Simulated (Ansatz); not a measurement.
**BrGaH4OSi: small, medium and large basis sets**

One table from this session's results is given with a row withheld; the runs are named, their logs left out.

Method: one geometry, several basis sets; program: Ansatz 0.2.0, Gaussian basis.

The runs, in order: PBE0-D4/def2-SVP; ωB97M-V/def2-SVP; PBE0-D4/def2-QZVPP; ωB97M-V/def2-QZVPP; the functionals' def2-TZVPP values are taken from earlier runs.

## The relaxed structure

The geometry comes from an earlier relaxation with PBE0-D4 in a triple-zeta def2 set; it is a stationary point, not always the lowest conformer.

SMILES `[SiH3][O][GaH][Br]`, 8 atoms, charge 0, spin multiplicity 1.

Atoms are counted from 1 here; the program's logs count them from 0.

Bond lengths: Si1–O2 1.640 Å, Si1–H5 1.488 Å, Si1–H6 1.488 Å, Si1–H7 1.485 Å, O2–Ga3 1.768 Å, Ga3–Br4 2.282 Å, Ga3–H8 1.543 Å. Angles: O2–Si1–H5 111.0°, O2–Si1–H6 111.0°, O2–Si1–H7 108.0°, H5–Si1–H6 108.6°, H5–Si1–H7 109.1°, H6–Si1–H7 109.1°, Si1–O2–Ga3 137.3°, O2–Ga3–Br4 114.8°, O2–Ga3–H8 121.4°, Br4–Ga3–H8 123.8°.

Geometry (Å):

| atom | x (Å) | y (Å) | z (Å) |
| --- | --- | --- | --- |
| Si1 | 0.4471 | 1.3074 | -0.0660 |
| O2 | 0.5571 | -0.2233 | 0.5111 |
| Ga3 | -0.3114 | -1.7502 | 0.3149 |
| Br4 | -2.0881 | -1.6643 | -1.1146 |
| H5 | 0.5683 | 1.3282 | -1.5487 |
| H6 | -0.8517 | 1.9266 | 0.3124 |
| H7 | 1.5547 | 2.1009 | 0.5244 |
| H8 | 0.1240 | -3.0254 | 1.0665 |

The first run:

Contents of in.yaml:

```yaml
crystal:
  periodic: [false, false, false]
  atoms:
    - {symbol: Si, position_ang: [0.447110, 1.307410, -0.065958]}
    - {symbol: O, position_ang: [0.557142, -0.223285, 0.511094]}
    - {symbol: Ga, position_ang: [-0.311437, -1.750154, 0.314886]}
    - {symbol: Br, position_ang: [-2.088148, -1.664273, -1.114622]}
    - {symbol: H, position_ang: [0.568310, 1.328198, -1.548656]}
    - {symbol: H, position_ang: [-0.851713, 1.926628, 0.312363]}
    - {symbol: H, position_ang: [1.554733, 2.100924, 0.524408]}
    - {symbol: H, position_ang: [0.123993, -3.025448, 1.066485]}
basis:
  gaussian: {orbitals: def2-SVP}
hamiltonian: {xc: pbe0, dispersion: d4}
output: {orbitals: {seedname: orbitals}}
```

Among the steps run: PBE0-D4 in def2-SVP; ωB97M-V in def2-SVP; PBE0-D4 in def2-QZVPP; ωB97M-V in def2-QZVPP.

One of the session's tables, all rows but one given; the rest of the session is left out.

It belongs to the step «Density functionals: the series». 

| functional | basis | HOMO (eV) | LUMO (eV) |
| --- | --- | --- | --- |
| PBE0-D4 | def2-SVP | -8.47 | -1.37 |
| PBE0-D4 | def2-TZVPP | ? | ? |
| PBE0-D4 | def2-QZVPP | -8.58 | -1.49 |
| ωB97M-V | def2-SVP | -10.68 | 0.38 |
| ωB97M-V | def2-TZVPP | -10.81 | 0.24 |
| ωB97M-V | def2-QZVPP | -10.82 | 0.09 |

Q: Estimate the row for PBE0-D4, def2-TZVPP from the others.

The run gave: HOMO (eV): -8.57; LUMO (eV): -1.46. In the column «HOMO (eV)» it lies between PBE0-D4, def2-QZVPP (-8.58) and PBE0-D4, def2-SVP (-8.47).
